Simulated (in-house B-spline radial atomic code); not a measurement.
# Sn²⁵⁺: ionisation energy by several methods

How far do functionals differ on the ionisation energy of Sn²⁵⁺? Each run solves Sn²⁵⁺ and then the next ion ([Ar] 3d6).

Method: Dirac-Coulomb, several functionals; spherical all-electron atom at the radial basis limit. Code: in-house B-spline radial atomic code version 1.

**1. The system**

* element: tin (Z = 50)
* charge: +25
* electrons: 25
* configuration: [Ar] 3d7
* nucleus: Fermi, rms radius 4.652 fm

Outer shells as boxes (Hund's rule):

[Ar] 3d7
```
[Ar] core
3d [↑↓][↑↓][↑ ][↑ ][↑ ]
```

The boxes only draw the filling; these runs are spin-restricted and spherical.

**2. PBE**

Input settings:

```ini
Z = 50
electrons = 25.0
configuration = [Ar] 3d7
hamiltonian = dirac
method = pbe,pbe
spin_polarised = False
nucleus = fermi
rms_radius = 4.6519
mass_number = 120
atomic_mass = 119.902202557
speed_of_light = 137.035999084
```

**3. BLYP**

Changes to the settings of step 2:

```diff
@@ -4,3 +4,3 @@
 hamiltonian = dirac
-method = pbe,pbe
+method = b88,lyp
 spin_polarised = False
```

Q: The tabulated ionisation energy is 1347 ± 4 eV (tabulated theoretical; NIST Atomic Spectra Database). What does each method give, and which comes nearest?

**Answer**, as computed:

| method | rung | total energy (hartree) | ΔSCF (eV) | with Breit, QED, recoil (eV) | −ε highest (eV) | corrected ΔSCF less tabulated (eV) |
| --- | --- | --- | --- | --- | --- | --- |
| PBE | GGA | -5831.2306 | 1353.52 | 1353.02 | 1311.45 (3d5/2) | +6.02 |
| BLYP | GGA | -5831.9229 | 1353.39 | 1352.89 | 1311.30 (3d5/2) | +5.89 |

**Reading.** Against the tabulated ionisation energy, 1347 ± 4 eV (tabulated theoretical; NIST Atomic Spectra Database), the best here is BLYP (+5.89 eV) and the worst PBE (+6.02 eV, or 0.45 %). All methods miss on the same side by much the same amount, which points to something that they share. Open shells are averaged (over orientations, and over spins where the run is restricted), while tables refer to the lowest levels. For the semilocal functionals minus the highest level recovers only 97 % of their own ΔSCF value, a mark of self-interaction.

Members of this set that are not shown: 2 used exact exchange with fractional occupations of an open shell, which is unsound here.
